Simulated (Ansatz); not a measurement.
## FHSSi, SMILES F[Si]S: the interaction energy of a dimer with the counterpoise correction

Run with the Ansatz DFT code, driven from Python.

Script `run_dimer.py`:
```python
"""Binding of a FHSSi dimer at a trial geometry."""

import ansatz as az
import numpy as np

BASIS = "cc-pVDZ"
FUNCTIONAL = "pbe0"
DISPERSION = "d3bj"

FIRST = [
    ("F", (-1.1946, 0.0517, 1.1544)),
    ("Si", (0.0488, 0.9593, 0.7605)),
    ("S", (0.9619, -0.0086, -0.9148)),
    ("H", (0.1838, -1.0023, -1.0)),
]
SECOND = [
    ("F", (4.7755, 2.4099, -3.2262)),
    ("Si", (5.1606, 1.6987, -1.8584)),
    ("S", (4.0815, -0.1487, -1.8449)),
    ("H", (3.4829, -0.0204, -2.9519)),
]

def energy(atoms, ghosts=()):
    molecule = az.Crystal.molecule()
    for symbol, xyz in atoms:
        molecule = molecule.atom(symbol, xyz)
    calc = (
        molecule.calculation()
        .basis(gaussian=BASIS)
        .functional(FUNCTIONAL, dispersion=DISPERSION)
    )
    deck = calc.input()
    if ghosts:
        deck = deck.set(az.key.basis.gaussian.ghost_atoms, [{"symbol": s, "position_ang": list(xyz)} for s, xyz in ghosts])
    return az.Session.from_dict(deck).plan().execute().report["free_energy_ev"]


def main() -> None:
    # ghost atoms carry the functions of the partner
    direction = np.array([0.8545, 0.1924, -0.4825])
    print("shift (A)   counterpoise-corrected interaction (kcal/mol)")
    for shift in (-0.3, 0.0, 0.4, 1.0, 2.0):
        moved = [(s, tuple(np.round(np.array(xyz) + shift * direction, 4))) for s, xyz in SECOND]
        gain = energy(FIRST + moved) - energy(FIRST, moved) - energy(moved, FIRST)
        print(f"{shift:8.2f} {23.060548 * gain:14.3f}")


if __name__ == "__main__":
    main()
```

Output of `python run_dimer.py`:
```text
shift (A)   counterpoise-corrected interaction (kcal/mol)
   -0.30          5.590
    0.00          1.214
    0.40         -0.554
    1.00         -0.659
    2.00         -0.282
```

The dimer is a generated trial pose of unrelaxed monomers, not a minimum, so the figure is no binding energy, and the basis set is small. It ran for 31 s on 1 thread of Intel(R) Xeon(R) Processor @ 2.30GHz (shared host), peak memory 0.37 GiB.
